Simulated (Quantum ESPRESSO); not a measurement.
Crystal: GaGe.

```
Ge Ga
1.0
     0.00000    2.89784    2.89784
     2.89784    0.00000    2.89784
     2.89784    2.89784    0.00000
Ge Ga
1 1
Direct
  0.00000 0.00000 0.00000
  0.25000 0.25000 0.25000
```

The cell comes from a database or a generator and needn't be the stable form of this composition.

```yaml
Program: Quantum ESPRESSO 7.5
Task: single point
Functional: PBE
Potentials_or_basis: SSSP 1.3 efficiency PBE
Cutoff: 952 eV
Density_cutoff: 7619 eV
k_mesh: 8 × 8 × 8
Occupations: fermi-dirac, width 0.05 eV
Spin: no spin polarisation
```

On this cell: pressure 0.1 GPa; largest force zero by symmetry; band gap on the k mesh none (metal or under the smearing width).

The same run follows on a disturbed copy (atoms moved at random, drawn with an rms of 0.05 Å):

```
CELL_PARAMETERS angstrom
0.00000 2.89784 2.89784
2.89784 0.00000 2.89784
2.89784 2.89784 0.00000
ATOMIC_POSITIONS crystal
Ge 0.99277 0.98973 0.02535
Ga 0.23997 0.24662 0.26427
```

Problem. What changes?

Solution. The energy (extrapolated to zero smearing) moves by +2.2 meV/atom; pressure 0.2 GPa; largest force 0.209 eV/Å; band gap on the k mesh none (metal or under the smearing width).

Forces in eV/Å, atoms in the order of the input:
```
Ge  -0.051 -0.197  0.049
Ga   0.051  0.197 -0.049
```

Stress tensor (GPa, compression positive):
```
 0.20 -0.29  1.08
-0.29  0.08  0.30
 1.08  0.30  0.20
```
